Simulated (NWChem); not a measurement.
# AlSiH3Cl2 (SMILES [SiH3][Al]([Cl])[Cl]) at 4 levels

Wanted: a comparison of 4 runs (HF/STO-3G, HF/3-21G, B3LYP/6-31G*) of AlSiH3Cl2. 

The results are computed with NWChem 7.3.0.

## (1) The system as given

AlSiH3Cl2 has 7 atoms, charge 0, and is taken as a singlet. As SMILES, `[SiH3][Al]([Cl])[Cl]`. The coordinates come from a PBE0-D4/def2-TZVP relaxation.

Bond lengths: Si1–Al2 2.433 Å, Al2–Cl3 2.091 Å, Al2–Cl4 2.091 Å, Si1–H5 1.486 Å, Si1–H6 1.488 Å, Si1–H7 1.488 Å. Angles: Si1–Al2–Cl3 120.8°, Si1–Al2–Cl4 122.3°, Cl3–Al2–Cl4 117.0°, Al2–Si1–H5 111.1°, Al2–Si1–H6 109.7°, Al2–Si1–H7 109.5°, H5–Si1–H6 109.1°, H5–Si1–H7 109.0°, H6–Si1–H7 108.3°.

## (2) Energy and gradient at HF/STO-3G (run 1)

File job.nw:

```
start job
title "AlCl2H3Si hf"
memory total 2200 mb

geometry units bohr noautosym nocenter noautoz
Si -0.82165292  1.88915921 -0.52591078
Al  0.94070566 -2.21551491  0.55992585
Cl  4.32785077 -2.49179287  2.57626363
Cl -0.81655066 -5.60247104 -0.46354982
H  -3.23067578  1.61344817 -1.94358332
H  -1.29994260  3.36579120  1.81905037
H   1.01591676  3.31306784 -2.10855641
end

basis "ao basis" spherical bse
* library STO-3G
end

scf
thresh 1e-08
maxiter 80
print low
end

task scf gradient
```

Started as:

```
$ nwchem job.nw > job.out
```

Log:

```text
[...]
  functions       =    39
[...]
  wavefunction    = RHF
[...]
         Total SCF energy =  -1435.719662953317
      One-electron energy =  -2577.810192542578
      Two-electron energy =    850.256649903547
 Nuclear repulsion energy =    291.833879685714
        Time for solution =      1.5s
[...]
                         RHF ENERGY GRADIENTS
    atom               coordinates                        gradient
                 x          y          z           x          y          z
   1 Si     -0.821653   1.889159  -0.525911   -0.006940   0.010419  -0.004018
   2 Al      0.940706  -2.215515   0.559926    0.015298  -0.035807   0.009468
   3 Cl      4.327851  -2.491793   2.576264    0.007517   0.002169   0.004425
   4 Cl     -0.816551  -5.602471  -0.463550   -0.005633  -0.006113  -0.003341
   5 H      -3.230676   1.613448  -1.943583   -0.028028  -0.003918  -0.016515
   6 H      -1.299943   3.365791   1.819050   -0.004800   0.016966   0.028184
   7 H       1.015917   3.313068  -2.108556    0.022587   0.016283  -0.018202
 Task  times  cpu:        2.2s     wall:        2.2s
 Total times  cpu:        2.3s     wall:        2.3s
```

It took 2.8 s on 1 thread of Intel Xeon Platinum 8488C (Sapphire Rapids), shared host; peak memory 0.098 GiB.

## (3) Energy and forces at HF/3-21G (run 2)

File test.xyz:

```xyz
7
AlCl2H3Si
Si    -0.434800     0.999700    -0.278300
Al     0.497800    -1.172400     0.296300
Cl     2.290200    -1.318600     1.363300
Cl    -0.432100    -2.964700    -0.245300
H     -1.709600     0.853800    -1.028500
H     -0.687900     1.781100     0.962600
H      0.537600     1.753200    -1.115800
```

File test.nw:

```
start test
title "AlCl2H3Si"
memory total 2200 mb

geometry units angstrom noautosym nocenter noautoz
   load test.xyz
end

basis spherical bse
   * library 3-21G
end

scf
   thresh 1e-08
   maxiter 80
   print low
end

task scf gradient
```

Started as:

```
$ nwchem test.nw > test.out
```

Log:

```text
[...]
  functions       =    58
[...]
  wavefunction    = RHF
[...]
         Total SCF energy =  -1444.459169665395
      One-electron energy =  -2583.468913413592
      Two-electron energy =    847.175842975237
 Nuclear repulsion energy =    291.833900772959
        Time for solution =      1.9s
[...]
                         RHF ENERGY GRADIENTS
    atom               coordinates                        gradient
                 x          y          z           x          y          z
   1 Si     -0.821653   1.889159  -0.525911    0.002244  -0.004876   0.001412
   2 Al      0.940706  -2.215515   0.559926    0.014746  -0.032632   0.009009
   3 Cl      4.327850  -2.491793   2.576263   -0.031015   0.003584  -0.018495
   4 Cl     -0.816551  -5.602471  -0.463550    0.015317   0.031579   0.008884
   5 H      -3.230676   1.613448  -1.943583   -0.000479   0.001003  -0.000305
   6 H      -1.299943   3.365791   1.819050   -0.000295   0.000692  -0.000462
   7 H       1.015917   3.313068  -2.108556   -0.000518   0.000649  -0.000044
 Task  times  cpu:        2.8s     wall:        2.8s
 Total times  cpu:        2.9s     wall:        2.9s
```

It took 3.6 s on 1 thread of Intel Xeon Platinum 8488C (Sapphire Rapids), shared host; peak memory 0.098 GiB.

Run 3 isn't shown in full; the table further down has it.

## (4) Energy and gradient at B3LYP/6-31G(d) (Cartesian functions) (run 4)

File alcl2h3si.xyz:

```xyz
7
AlCl2H3Si gradient
Si    -0.434800     0.999700    -0.278300
Al     0.497800    -1.172400     0.296300
Cl     2.290200    -1.318600     1.363300
Cl    -0.432100    -2.964700    -0.245300
H     -1.709600     0.853800    -1.028500
H     -0.687900     1.781100     0.962600
H      0.537600     1.753200    -1.115800
```

File run.py:

```python
from ase.io import read
from ase.calculators.nwchem import NWChem

molecule = read('alcl2h3si.xyz')

calc = NWChem(
    label='alcl2h3si',
    theory='dft',
    memory='2200 mb',
    basis='6-31G*',
    dft={'xc': 'b3lyp', 'mult': '1', 'grid': 'xfine', 'convergence': 'energy 1e-08', 'iterations': '100', 'mulliken': None},
)
molecule.calc = calc

forces = molecule.get_forces()
e = molecule.get_potential_energy()
print(f"E = {e:.6f} eV")
print("forces (eV/A):")
for s, f in zip(molecule.symbols, forces):
    print(f"{s:2s} {f[0]:10.5f} {f[1]:10.5f} {f[2]:10.5f}")
print("dipole (e A):", molecule.get_dipole_moment().round(4))
```

Started as:

```
$ export ASE_NWCHEM_COMMAND="nwchem PREFIX.nwi > PREFIX.nwo"
$ python run.py
```

Log:

```text
E = -39572.579418 eV
forces (eV/A):
Si   -0.00848    0.03250   -0.00720
Al   -0.13318    0.27850   -0.08197
Cl    0.32720   -0.04083    0.19582
Cl   -0.15715   -0.33568   -0.09045
H    -0.01640    0.01553   -0.00920
H    -0.01167    0.02432    0.00674
H    -0.00041    0.02561   -0.01373
dipole (e A): [-0.1479  0.3252 -0.0892]
```

The calculator wrote alcl2h3si.nwi:

```
title "alcl2h3si"

permanent_dir alcl2h3si

scratch_dir alcl2h3si

start alcl2h3si

geometry units angstrom nocenter noautosym noautoz
  Si -4.3480000000000002e-01 9.9970000000000003e-01 -2.7829999999999999e-01
  Al 4.9780000000000002e-01 -1.1724000000000001e+00 2.9630000000000001e-01
  Cl 2.2902000000000000e+00 -1.3186000000000000e+00 1.3633000000000000e+00
  Cl -4.3209999999999998e-01 -2.9647000000000001e+00 -2.4529999999999999e-01
  H  -1.7096000000000000e+00 8.5380000000000000e-01 -1.0285000000000000e+00
  H  -6.8789999999999996e-01 1.7810999999999999e+00 9.6260000000000001e-01
  H  5.3759999999999997e-01 1.7532000000000001e+00 -1.1157999999999999e+00
end

memory 2200 mb

basis noprint
   * library 6-31G*
end

dft
  xc b3lyp
  mult 1
  grid xfine
  convergence energy 1e-08
  iterations 100
  mulliken
end

task dft gradient
```

alcl2h3si.nwo:

```text
Northwest Computational Chemistry Package (NWChem) 7.3.0
             --------------------------------------------------------

           Job information
           ---------------

    nwchem branch   = 7.3.0
    use scalapack   = T
    input           = alcl2h3si.nwi
    prefix          = alcl2h3si.
    data base       = alcl2h3si/alcl2h3si.db
    status          = startup
    nproc           =        1

           Memory information
           ------------------

    heap     =     72089598 doubles =      550.0 Mbytes
    stack    =     72089595 doubles =      550.0 Mbytes
    global   =    144179200 doubles =     1100.0 Mbytes (distinct from heap & stack)
    total    =    288358393 doubles =     2200.0 Mbytes
    verify   = yes
    hardfail = no

           Directory information
           ---------------------

  0 permanent = alcl2h3si
  0 scratch   = alcl2h3si

                                NWChem Input Module
                                -------------------

[... 100 lines left out ...]
  convergence criterion.
[... 17 lines left out ...]
          Convergence on gradient requested:  5.00D-04
[... 27 lines left out ...]
          Convergence aids based upon iterative change in
[... 28 lines left out ...]
 1-e energy   =   -2590.619126
[... 46 lines left out ...]
         Total DFT energy =    -1454.265482196386
[... 2 lines left out ...]
    Exchange-Corr. energy =      -97.303728862131
[... 648 lines left out ...]
          Convergence on energy requested:  1.00D-08
[... 25 lines left out ...]
          Spatial weights used:  Erf1
[... 4 lines left out ...]
          total energy or number of iterations.
[... 18 lines left out ...]
                            NWChem DFT Gradient Module
                            --------------------------

                                     alcl2h3si

  charge          =   0.00
  wavefunction    = closed shell

                         DFT ENERGY GRADIENTS

    atom               coordinates                        gradient
                 x          y          z           x          y          z
   1 Si     -0.821653   1.889159  -0.525911    0.000165  -0.000632   0.000140
   2 Al      0.940706  -2.215515   0.559926    0.002590  -0.005416   0.001594
   3 Cl      4.327850  -2.491793   2.576263   -0.006363   0.000794  -0.003808
   4 Cl     -0.816551  -5.602471  -0.463550    0.003056   0.006528   0.001759
   5 H      -3.230676   1.613448  -1.943583    0.000319  -0.000302   0.000179
   6 H      -1.299943   3.365791   1.819050    0.000227  -0.000473  -0.000131
   7 H       1.015917   3.313068  -2.108556    0.000008  -0.000498   0.000267

                 ----------------------------------------
                 |  Time  |  1-e(secs)   |  2-e(secs)   |
                 ----------------------------------------
                 |  CPU   |       0.01   |       5.82   |
                 ----------------------------------------
                 |  WALL  |       0.01   |       5.82   |
                 ----------------------------------------

 Task  times  cpu:       29.4s     wall:       29.4s
 Total times  cpu:       29.5s     wall:       29.5s
```

Wall time 31 s (1 thread of Intel Xeon Platinum 8488C (Sapphire Rapids), shared host); peak memory 0.14 GiB.

## (5) All runs side by side

| run | level | iteration cap | module | energy (Eh) | largest force (eV/Å) | wall time |
| --- | --- | --- | --- | --- | --- | --- |
| 1 | HF/STO-3G | 80 | scf | -1435.719663 | 2.061 | 2.8 s |
| 2 | HF/3-21G | 80 | scf | -1444.459170 | 1.899 | 3.6 s |
| 3 | B3LYP/6-31G* (spherical functions) | 100 | dft | -1454.255755 | 0.388 | 30 s |
| 4 | B3LYP/6-31G* (Cartesian functions) | 100 | dft | -1454.265482 | 0.383 | 31 s |

## (6) What came out

| quantity | value |
| --- | --- |
| run 4: total energy | -1454.26548 Eh |
| run 4: dipole moment | 1.77 D |
| run 4: HOMO energy | -8.11 eV |
| run 4: LUMO energy | -1.96 eV |
| run 4: HOMO–LUMO gap | 6.15 eV |
| run 4: largest force on an atom | 0.383 eV/Å |

**Reading.** In run 1 the basis is minimal, so the values are rough. All runs together took 67 s, the longest 31 s.
